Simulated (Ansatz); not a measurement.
**CH3BO2Zn: basis-set convergence**

Aim: see how fast density functionals converge with the basis set for CH3BO2Zn.

Program: Ansatz 0.2.0, Gaussian basis. Level of theory: one geometry, several basis sets. These are calculated values, not measurements.

The runs, in order: PBE0-D4/def2-SVP; ωB97M-V/def2-SVP; PBE0-D4/def2-QZVPP; ωB97M-V/def2-QZVPP; the functionals' def2-TZVPP values are taken from earlier runs.

## 1. Structure used throughout

All runs share one geometry, relaxed beforehand with PBE0-D4 in a triple-zeta def2 set.

8 atoms, charge 0, spin multiplicity 1.

Atoms are counted from 1 here; the program's logs count them from 0.

Bond lengths: O1–B2 1.346 Å, O1–H6 0.958 Å, B2–O3 1.362 Å, B2–Zn5 2.125 Å, O3–C4 1.442 Å, C4–Zn5 2.058 Å, C4–H7 1.089 Å, C4–H8 1.089 Å. Angles: B2–O1–H6 112.2°, O1–B2–O3 121.7°, O1–B2–Zn5 155.3°, O3–B2–Zn5 83.0°, B2–O3–C4 121.6°, O3–C4–Zn5 83.8°, O3–C4–H7 108.8°, O3–C4–H8 108.8°, Zn5–C4–H7 119.8°, Zn5–C4–H8 119.9°, H7–C4–H8 111.0°, B2–Zn5–C4 71.6°.

## 2. PBE0-D4 in def2-SVP

File in.yaml:

```yaml
crystal:
  periodic: [false, false, false]
  atoms:
    - {symbol: O, position_ang: [-0.192699, 1.527594, 1.633047]}
    - {symbol: B, position_ang: [-0.126461, 0.839449, 0.478505]}
    - {symbol: O, position_ang: [0.112425, -0.501343, 0.458074]}
    - {symbol: C, position_ang: [0.182929, -1.236990, -0.780367]}
    - {symbol: Zn, position_ang: [-0.187454, 0.599165, -1.631943]}
    - {symbol: H, position_ang: [-0.366812, 2.458990, 1.490259]}
    - {symbol: H, position_ang: [-0.593619, -2.000977, -0.780478]}
    - {symbol: H, position_ang: [1.171701, -1.685887, -0.867096]}
basis:
  gaussian: {orbitals: def2-SVP}
hamiltonian: {xc: pbe0, dispersion: d4}
output: {orbitals: {seedname: orbitals}}
```

The run is started by

```sh
$ ansatz run in.yaml --threads 4 --pin off --events-out ev --progress --plain --max-ram 10444MiB
```

After this run come: ωB97M-V in def2-SVP; PBE0-D4 in def2-QZVPP; ωB97M-V in def2-QZVPP.

**Question.** What will the summary of the whole plan be? Wanted: PBE0-D4: double and triple zeta above quadruple; ωB97M-V: double and triple zeta above quadruple.

As calculated:

```
                                       quantity           value
PBE0-D4: double and triple zeta above quadruple  15.32, 1.49 eV
ωB97M-V: double and triple zeta above quadruple  15.42, 1.45 eV
```

What this shows: For PBE0-D4 the step from double to triple zeta gains 13.83 eV and the next only 1.49 eV. These are total energies; as a rule much of such shifts cancels in differences, which this series doesn't test.
